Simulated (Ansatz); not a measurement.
LaHg, space group Pm-3m, a supercell folding check

Computed with Ansatz 0.2.0 through its Python package.

Interactive session:
```pycon
>>> import ansatz as az
>>> from pymatgen.core import Lattice, Structure
>>> from pymatgen.io.ase import AseAtomsAdaptor
>>> pmg_structure = Structure(
...     Lattice([[3.864, 0.0, 0.0], [0.0, 3.864, 0.0], [0.0, 0.0, 3.864]]),
...     ["La", "Hg"],
...     [
...         [0.5, 0.5, 0.5],
...         [0.0, 0.0, 0.0],
...     ],
... )
>>> system = az.Crystal.from_ase(AseAtomsAdaptor.get_atoms(pmg_structure))
>>> # the mesh shrinks as the cell grows, so that all cells sample the same points
>>> mesh = (4, 4, 4)
>>> rows = []
>>> for repeats in [(1, 1, 1), (1, 1, 2)]:
...     job = (
...         system.supercell(*repeats).calculation()
...         .functional("PBEsol", dispersion="d3bj")
...         .occupations("Methfessel-Paxton", width=0.05)
...         .kpoints(*(k // n for k, n in zip(mesh, repeats)))  # the mesh must be finer for metals
...     )
...     summary = job.run().report
...     n = len(summary["lattice"]["sites"])
...     rows.append((repeats, n, summary["free_energy_ev"] / n, summary["fermi_energy_ev"], summary["n_kpoints"], summary["n_symmetry_ops"]))
...
DeckWarning: basis.ecutwfc = 420 eV, auto-derived from the records' recommended cutoffs: set by La (normal level)
>>> print("       repeats           atoms       F/atom eV  Fermi level eV        k-points  symmetry operations")
       repeats           atoms       F/atom eV  Fermi level eV        k-points  symmetry operations
>>> for row in rows:
...     print(f"{str(row[0]):>14s}  {row[1]:14d}  {row[2]:14.5f}  {row[3]:14.4f}  {row[4]:14d}  {row[5]:19d}")
...
     (1, 1, 1)               2     -9915.69473         13.3752              10                   48
     (1, 1, 2)               4     -9915.69473         13.3752              12                   32
```

Caveats:
- Total energies depend on the potentials; only differences at equal settings carry meaning.
- Dispersion corrections can be off by several per cent in the lattices of metals, and by several GPa in the pressure at a fixed cell.
- The mesh is modest for a metal, so energies can be off by several to tens of meV an atom and pressures by half a GPa or more; differences at equal mesh fare better.
- Spin-orbit coupling, which matters for elements this heavy, is left out.
- The starting cell is as deposited in a crystallographic database; the results hold for this polymorph, which needn't be the stable one.
- Warnings are shown shortened and without file and line.
- The count of operations in a supercell holds its pure translations too, and an uneven repeat can lower the point group.
- Run time: 4.5 s on 1 thread of Arm Neoverse V1 (shared host), peak memory 0.5 GiB.

(Lines on the test bed's own set-up are left out of the output.)
